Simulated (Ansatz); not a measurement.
**BGeH5+ (doublet): the correlation ladder, cc-pVDZ**

The task here is to estimate one member of a computed series from the others.

Computed with Ansatz 0.2.0, Gaussian basis. Level: cc-pVDZ, core rule «outside noble gas», up to 15 orbitals frozen.

The runs, in order: UHF; CCSD(T) on ROHF; CCSD(T) on UHF; BCCD(T) on ROHF; CISD; CCSDT(Q) on ROHF; CCSDT(Q) on UHF; CASSCF and MRCISD+Q, 9 electrons in 9 orbitals; CASSCF and NEVPT2, 9 electrons in 9 orbitals.

16 further runs of the same task are left out: 5 that didn't finish, 11 set aside as unsound or not needed.

### What is computed

The geometry is a PBE0/def2-TZVP stationary point (not a proven minimum) of the parent state, kept for this charge and spin. No spin-orbit coupling is included. The filled d shell of Ge may be among the frozen orbitals whatever the setting's name suggests; the logs give the count.

7 atoms, charge 1, spin multiplicity 2.

Atoms are counted from 1 here; the program's logs count them from 0.

Bond lengths: Ge1–B2 2.058 Å, Ge1–H3 1.538 Å, Ge1–H4 1.542 Å, Ge1–H5 1.542 Å, B2–H6 1.194 Å, B2–H7 1.195 Å. Angles: B2–Ge1–H3 114.7°, B2–Ge1–H4 109.7°, B2–Ge1–H5 109.7°, H3–Ge1–H4 107.9°, H3–Ge1–H5 107.9°, H4–Ge1–H5 106.6°, Ge1–B2–H6 122.4°, Ge1–B2–H7 119.3°, H6–B2–H7 118.3°.

Set-up of the first run:

The input, in.yaml:

```yaml
crystal:
  periodic: [false, false, false]
  atoms:
    - {symbol: Ge, position_ang: [0.000000, 0.000848, 0.293017]}
    - {symbol: B, position_ang: [0.000000, 0.007511, -1.764478]}
    - {symbol: H, position_ang: [0.000000, 1.396299, 0.939761]}
    - {symbol: H, position_ang: [1.236205, -0.761722, 0.811362]}
    - {symbol: H, position_ang: [-1.236205, -0.761722, 0.811362]}
    - {symbol: H, position_ang: [0.000000, 1.017939, -2.401105]}
    - {symbol: H, position_ang: [0.000000, -1.032484, -2.352939]}
basis:
  gaussian: {orbitals: cc-pVDZ}
total_charge: 1
magnetization: {spin_polarized: true, initial_magnetization: 1}
hamiltonian: {xc: hf}
output: {orbitals: {seedname: orbitals}}
```

The run is started by

```sh
> ansatz run in.yaml --threads 1 --pin off --events-out ev --progress --plain --max-ram 2393MiB
```

Steps of the session up to this table: UHF; CCSD(T) on ROHF; CCSD(T) on UHF; BCCD(T) on ROHF; CISD; CCSDT(Q) on ROHF; CCSDT(Q) on UHF; CASSCF and MRCISD+Q, 9 electrons in 9 orbitals; CASSCF and NEVPT2, 9 electrons in 9 orbitals.

One table of the session follows, with a row left open; its other results are not shown here.

| method | from UCCSDT(Q) (meV) |
| --- | --- |
| ROHF | +5851.7 |
| UHF | +5779.3 |
| RMP2 | +1389.5 |
| UMP2 | +1386.4 |
| CISD | +601.1 |
| RCCSD | +164.8 |
| UCCSD | +162.2 |
| RCCSD(T) | +38.8 |
| UCCSD(T) | +37.5 |
| BCCD(T) | +38.4 |
| RCCSDT | ? |
| UCCSDT | +3.5 |
| RCCSDT(Q) | +2.2 |
| UCCSDT(Q) | 0 |
| CASSCF frontier | +4069.8 |
| NEVPT2 frontier | +1217.6 |
| MRCISD frontier | +310.5 |
| MRCISD+Q frontier | +25.7 |

Q: Estimate the row for RCCSDT from the others.

As computed: from UCCSDT(Q) (meV): +5.2. In the column «from UCCSDT(Q) (meV)» it lies between UCCSDT (+3.5) and MRCISD+Q frontier (+25.7).

Among the levels timed on like hardware and quicker than the yardstick, those that no quicker one beats, quickest first: CISD (4.5 s, +601.1 meV); UCCSD(T) (7 s, +37.5 meV); MRCISD+Q frontier (15 s, +25.7 meV).

To keep in mind: Of the multireference levels listed MRCISD+Q frontier comes nearest in total energy (+25.7 meV), which doesn't show that its space is the better one. Restricted and unrestricted rows rest on different reference determinants; where their highest levels disagree by more than a few hundredths of an eV, they describe different states and don't form one ladder.
